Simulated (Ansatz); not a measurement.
2 structures of Ir: a ranking of polymorphs by energy, run with Ansatz 0.2.0, Python API.

`run_polymorphs.py`
```python
import logging
import sys

import ansatz as az
import numpy as np

logging.basicConfig(stream=sys.stdout, format="%(levelname)s:%(name)s:%(message)s")
logger = logging.getLogger("ir")
logger.setLevel(logging.INFO)

config = {
    "functional": "r2SCAN",
    "mixing_beta": 0.2,
    "extra_bands": 4,
    "k_spacing": 0.26,
    "smearing": "gaussian",
    "sigma": 0.1,
}


def compute(name, crystal):
    calc = (
        crystal.calculation()
        .functional(config["functional"])
        .basis(21 * az.Ha)
        .mixing("anderson", beta=config["mixing_beta"])
        .scf(extra_bands=config["extra_bands"], self_checks="high")
        .kpoints(spacing=config["k_spacing"])
        .occupations(config["smearing"], width=config["sigma"])
        .stress()
        .band_table()
    )
    calc = calc.relax(force_tolerance=0.01, max_steps=40, fix_cell=["shape"])
    return calc.run(threads=1, backend="cpu")


def volume_per_atom(outcome):
    return abs(np.linalg.det(outcome.lattice.cell_ang)) / len(outcome.lattice.sites)


def pressure_gpa(outcome):
    return float(np.trace(outcome.report["stress_gpa"]) / 3)

phases = {}
p6_3_mmc = (
    az.Lattice.from_parameters(2.751378, 2.751378, 4.46229, alpha=90, beta=90, gamma=120)
    .space_group(194)
    .atom("Ir", [2 / 3, 1 / 3, 0.75])
)
phases["P6_3/mmc"] = p6_3_mmc
fm_3m = (
    az.Lattice.of([0.0, 1.9156, 1.9156], [1.9156, 0.0, 1.9156], [1.9156, 1.9156, 0.0])
    .atom("Ir", [0.0, 0.0, 0.0])
)
phases["Fm-3m"] = fm_3m

done = {}
for name, crystal in phases.items():
    try:
        done[name] = compute(name, crystal)
    except az.NonConvergedError as error:
        print(name, "did not converge:", str(error)[:120])

energy = {name: o.report["energy_sigma0_ev"] / len(o.lattice.sites) for name, o in done.items()}
lowest = min(energy.values())
rows = [(name, len(o.lattice.sites), 1000 * (energy[name] - lowest), volume_per_atom(o), pressure_gpa(o)) for name, o in done.items()]
rows.sort(key=lambda row: row[2])
logger.info("     phase       atoms  dE (meV/atom)  V (A^3/atom)     P (GPa)")
for row in rows:
    logger.info(f"{str(row[0]):>10}  {row[1]:10d}  {row[2]:13.1f}  {row[3]:12.3f}  {row[4]:10.2f}")
```

Which of these structures comes out lowest, and how far apart are they?

By space group at the end of each run: Fm-3m (+0 meV an atom, 14.2 Å³) and P6_3/mmc (+76 meV an atom, 14.3 Å³).

What the script printed:

```console
$ python run_polymorphs.py
INFO:ir:     phase       atoms  dE (meV/atom)  V (A^3/atom)     P (GPa)
INFO:ir:     Fm-3m           1            0.0        14.223       -0.00
INFO:ir:  P6_3/mmc           2           76.5        14.270       -0.01
```

The settings weren't tested for convergence. Atoms and volume are relaxed with the cell's shape held, which in cells of lower than cubic symmetry can hide stresses and shift volumes. Pressure is positive in compression. Spin-orbit coupling, which matters for elements this heavy, is left out. The cells come from databases of deposited and of computed structures, and not all need be stable phases. The ranking holds among these structures alone, at zero temperature; the ground state may be another structure. Differences under about 40 meV an atom lie within the error of mesh and functional. It ran for 48 s on 1 thread of Arm Neoverse V1, on a shared host, peak memory 0.5 GiB.

(Lines on the test bed's own set-up are left out of the output.)
